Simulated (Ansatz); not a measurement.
**Sn(SMe)H3 (CH₆SSn): geometry, orbitals and charge**

What does Sn(SMe)H3 (CH₆SSn) look like as a singlet, and where do its frontier electrons sit?

The runs use Ansatz 0.2.0, Gaussian basis; RKS PBE0-D4/def2-TZVP.

Levels to be run: relaxation at r2SCAN-D4/def2-SVP; a search for the lowest solution at PBE0-D4/def2-SVP; a single point at PBE0-D4/def2-TZVP.

2 further runs of the same task are left out: 1 that didn't finish, 1 set aside as unsound or not needed.

**1. Where the work starts**

9 atoms, charge 0, spin multiplicity 1.

Atoms are counted from 1 here; the program's logs count them from 0.

Bond lengths: Sn1–S2 2.396 Å, Sn1–H7 1.681 Å, Sn1–H8 1.664 Å, Sn1–H9 1.681 Å, S2–C3 1.818 Å, C3–H4 1.085 Å, C3–H5 1.085 Å, C3–H6 1.084 Å. Angles: S2–Sn1–H7 111.3°, S2–Sn1–H8 108.1°, S2–Sn1–H9 110.8°, H7–Sn1–H8 109.5°, H7–Sn1–H9 106.7°, H8–Sn1–H9 110.4°, Sn1–S2–C3 101.5°, S2–C3–H4 110.2°, S2–C3–H5 105.8°, S2–C3–H6 110.4°, H4–C3–H5 109.8°, H4–C3–H6 110.7°, H5–C3–H6 109.7°.

Coordinates:

```xyz
9

Sn   -0.3699    0.8546   -1.3129
S    -0.4066    0.7886    1.0815
C     0.3536   -0.8295    1.4098
H    -0.2468   -1.6217    0.9742
H     0.3721   -0.9335    2.4893
H     1.3659   -0.8578    1.0216
H     1.2052    0.8605   -1.9006
H    -1.1502    2.2403   -1.8030
H    -1.1232   -0.5016   -1.9599
```

Sn takes a core potential in the def2 sets. No spin-orbit coupling is included.

The start is a GFN2-xTB geometry.

**2. Optimising with r2SCAN-D4/def2-SVP**

File in.yaml:

```yaml
crystal:
  periodic: [false, false, false]
  atoms:
    - {symbol: Sn, position_ang: [-0.369900, 0.854640, -1.312930]}
    - {symbol: S, position_ang: [-0.406610, 0.788610, 1.081480]}
    - {symbol: C, position_ang: [0.353600, -0.829450, 1.409770]}
    - {symbol: H, position_ang: [-0.246830, -1.621650, 0.974160]}
    - {symbol: H, position_ang: [0.372140, -0.933490, 2.489340]}
    - {symbol: H, position_ang: [1.365850, -0.857840, 1.021650]}
    - {symbol: H, position_ang: [1.205160, 0.860510, -1.900590]}
    - {symbol: H, position_ang: [-1.150190, 2.240280, -1.803020]}
    - {symbol: H, position_ang: [-1.123220, -0.501620, -1.959860]}
basis:
  gaussian: {orbitals: def2-SVP}
hamiltonian: {xc: r2scan, dispersion: d4}
scf: {omitted_lower_state_checks: [starts]}
output: {orbitals: {seedname: orbitals}}
relax: {f_tol: 0.02, max_steps: 100}
```

The run is started by

```bash
> ansatz run in.yaml --threads 4 --pin off --events-out ev --progress --plain --max-ram 3916MiB
```

After this run come: Searching for the lowest solution, PBE0-D4/def2-SVP; Single point, PBE0-D4/def2-TZVP.

Q: Predict the results of all the runs planned. Wanted: point group; commonest bond, hydrogen aside; HOMO, LUMO at PBE0-D4/def2-TZVP; dipole at r2SCAN-D4/def2-SVP.

The runs gave:

| quantity | value |
| --- | --- |
| point group | C1 |
| commonest bond, hydrogen aside | S–Sn, 1 of mean length 2.425 Å |
| HOMO, LUMO at PBE0-D4/def2-TZVP | -6.70, -0.54 eV |
| dipole at r2SCAN-D4/def2-SVP | 1.62 D |

What this shows: The molecule keeps its bonding pattern by the stored test; the atoms moved 0.05 Å (rms). No usable vibrations, so a minimum isn't proven. The point group is read from a loosely relaxed geometry; soft torsions can leave it below the true symmetry.
